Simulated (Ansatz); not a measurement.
# BClF2H3N: the cost of one run

Program: Ansatz 0.2.0. Level of theory: RHF/def2-SVP. These are calculated values, not measurements.

1 further run of the same task is left out (it didn't finish).

## Step 1: Starting point

Bond lengths: B1–F2 1.670 Å, B1–F3 1.320 Å, B1–Cl4 1.860 Å, B1–N5 1.850 Å, N5–H6 1.060 Å, N5–H7 1.060 Å, N5–H8 1.170 Å. Angles: F2–B1–F3 120.0°, F2–B1–Cl4 120.0°, F2–B1–N5 71.6°, F3–B1–Cl4 120.0°, F3–B1–N5 105.6°, Cl4–B1–N5 92.7°, B1–N5–H6 120.0°, B1–N5–H7 120.0°, B1–N5–H8 72.7°, H6–N5–H7 120.0°, H6–N5–H8 157.8°, H7–N5–H8 51.0°.

As a file:

```xyz
8

B     0.0000    0.0000    0.0000
F     0.0000    0.0000    1.6700
F     1.1431    0.0000   -0.6600
Cl   -1.6108    0.0000   -0.9300
N    -0.2369   -1.7396    0.5833
H    -0.6522   -2.4652   -0.0683
H     0.0425   -2.0107    1.5692
H    -0.1449   -1.0640    1.5337
```

## Step 2: Pulling towards end A

Springs on the bonds that form and break draw the guess towards this end; the thresholds are loose.

The input, input.yaml:

```yaml
crystal:
  periodic: [false, false, false]
  atoms:
    - { symbol: B, position_ang: [0.0, 0.0, 0.0] }
    - { symbol: F, position_ang: [0.0, 0.0, 1.67] }
    - { symbol: F, position_ang: [1.1431, 0.0, -0.66] }
    - { symbol: Cl, position_ang: [-1.6108, 0.0, -0.93] }
    - { symbol: "N", position_ang: [-0.2369, -1.7396, 0.5833] }
    - { symbol: H, position_ang: [-0.6522, -2.4652, -0.0683] }
    - { symbol: H, position_ang: [0.0425, -2.0107, 1.5692] }
    - { symbol: H, position_ang: [-0.1449, -1.064, 1.5337] }
basis:
  gaussian: { orbitals: def2-SVP }
hamiltonian:
  xc: hf
relax:
  f_tol: 0.15
  max_steps: 25
  restrain:
    - { distance: [0, 4], at: 2.75, k: 30.0 }
    - { distance: [7, 1], at: 2.12, k: 30.0 }
    - { distance: [0, 1], at: 1.32, k: 30.0 }
    - { distance: [7, 4], at: 1.06, k: 30.0 }
output:
  orbitals: {}
```

Started as:

```
ansatz run input.yaml --threads 1 --pin off --max-ram 2048MiB --backend cpu --events-out ev --progress --plain --runs-dir out
```

What time and memory should one allow on 1 thread of Arm Neoverse V2, shared host?

About 19 s, with a peak of 0.16 GiB.
